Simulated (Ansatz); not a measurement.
# Ca2Ge2N: the cost of one run

Computed with Ansatz 0.2.0 (DFT PBE, scalar-relativistic, plane waves, PAW, unless a step's input says otherwise).

## Step 1: The system as given

Symmetry: Cmmm, No. 65, orthorhombic system. The conventional cell has a = 4.127 Å, b = 14.034 Å, c = 3.612 Å, α = 90.00°, β = 90.00°, γ = 90.00°. Ca (site symmetry m2m) is surrounded by 6 Ge at 2.91 to 2.92 Å and 4 N at 3.32 Å. Around Ge (site symmetry m2m) lie 2 Ge at 2.44 Å and 1 N at 2.85 Å. N (site symmetry mmm) is surrounded by 2 Ge at 2.85 Å and 8 Ca at 3.32 Å.

Structure file:

```
Ca Ge N
1.0
     2.06374   -7.01704    0.00000
     2.06374    7.01704    0.00000
     0.00000    0.00000    3.61245
Ca Ge N
2 2 1
Direct
  0.36662 0.63338 0.00000
  0.63338 0.36662 0.00000
  0.20338 0.79662 0.50000
  0.79662 0.20338 0.50000
  0.00000 0.00000 0.50000
```

Recipe of the guess: species swapped into a database cell of Nd2CdCu2 (Cmmm, No. 65), with Ca on the Nd sites, N on the Cd sites and Ge on the Cu sites. The dimensions are guesses.

## Step 2: The guess as it stands, on a coarse mesh

input.yaml reads:

```yaml
crystal:
  lattice:
    - [2.06373854, -7.01703731, 0.0]
    - [2.06373854, 7.01703731, 0.0]
    - [0.0, 0.0, 3.61245288]
  atoms:
    - { symbol: Ca, position: [0.36661808, 0.63338192, 0.0] }
    - { symbol: Ca, position: [0.63338192, 0.36661808, 0.0] }
    - { symbol: Ge, position: [0.2033776, 0.7966224, 0.5] }
    - { symbol: Ge, position: [0.7966224, 0.2033776, 0.5] }
    - { symbol: "N", position: [0.0, 0.0, 0.5] }
basis:
  ecutwfc: 420
kpoints:
  mp_grid: { grid: [4, 4, 6] }
hamiltonian:
  xc: pbe
scf:
  occupations: { method: gaussian, width: 0.1 }
  lower_state_search: "off"
output:
  forces: true
  stress: true
  eigenvalues: true
```

Started as:

```bash
ansatz run input.yaml --threads 1 --pin off --max-ram 2560MiB --backend cpu --events-out ev --progress --plain --runs-dir out
```

**Question.** How long does this run take on 1 thread of Intel Xeon Platinum 8375C at 2.90GHz (Ice Lake), shared host, and how much memory does it need?

About 4.4 s, with a peak of 0.46 GiB.
